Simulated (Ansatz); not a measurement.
H₄O₂SeSi, SMILES O[SiH](O)[SeH], vertical energies of changing the electron count

Program: Ansatz 0.2.0, Python API.

`ip_h4o2sesi.py`
```python
import ansatz as az

BASIS = "def2-SVPD"
XC = "pbe0"
DISPERSION = "d4"


def total_energy(molecule, charge=0, unpaired=0):
    calc = (
        molecule.calculation()
        .basis(gaussian=BASIS)
        .functional(XC, dispersion=DISPERSION)
    )
    if charge:
        calc = calc.charge(charge)
    if unpaired:
        calc = calc.spin("collinear", total=unpaired)
    return calc.run(threads=1, pin="off").report["free_energy_ev"]

geometry_ang = [
    ("O", [-0.5202, 1.1484, -0.8997]),
    ("Si", [0.1705, 0.3612, 0.3939]),
    ("O", [1.7383, -0.0839, -0.0593]),
    ("Se", [-0.9591, -1.4944, 0.8938]),
    ("H", [-1.46, 1.4414, -0.5868]),
    ("H", [0.2225, 1.2609, 1.5698]),
    ("H", [1.6847, -0.6669, -0.8336]),
    ("H", [-0.7847, -2.0238, -0.5338]),
]
geometry = az.Crystal.molecule()
for symbol, xyz in geometry_ang:
    geometry = geometry.atom(symbol, xyz)

parent = total_energy(geometry, 0, 0)
cation = total_energy(geometry, 1, 1)
print(f"E(N)   = {parent:.5f} eV")
print(f"E(N-1) = {cation:.5f} eV  (1 unpaired)")
print(f"vertical ionisation energy {cation - parent:.3f} eV")
anion = total_energy(geometry, -1, 1)
print(f"E(N+1) = {anion:.5f} eV  (1 unpaired)")
print(f"vertical electron affinity {parent - anion:.3f} eV" + ("" if anion < parent else " (unbound in this basis)"))
print(f"fundamental gap IP - EA = {cation + anion - 2 * parent:.3f} eV")
```

```console
$ python ip_h4o2sesi.py
E(N)   = -77361.01872 eV
E(N-1) = -77351.45021 eV  (1 unpaired)
vertical ionisation energy 9.569 eV
E(N+1) = -77360.26906 eV  (1 unpaired)
vertical electron affinity -0.750 eV (unbound in this basis)
fundamental gap IP - EA = 10.318 eV
```

At this unrelaxed geometry removing an electron costs 9.57 eV and an added one is unbound in this basis (by 0.75 eV).

Notes:
- Total energies depend on the basis set; only differences at equal settings carry meaning.
- The geometry is a force-field or estimated start, not a minimum of this method, and the basis set is short of its limit. All parts are taken at fixed geometry, without zero-point energy. At an unrelaxed start these energies can be a whole eV from those at the minimum, and a small affinity can change sign.
- A negative electron affinity means that the anion is unbound here; its size hangs on the basis and tends to about zero as the basis grows, and so does its part in any gap built on it.
- Run time: 65 s on 1 thread of Arm Neoverse V1, with other jobs on the host, peak memory 0.64 GiB.
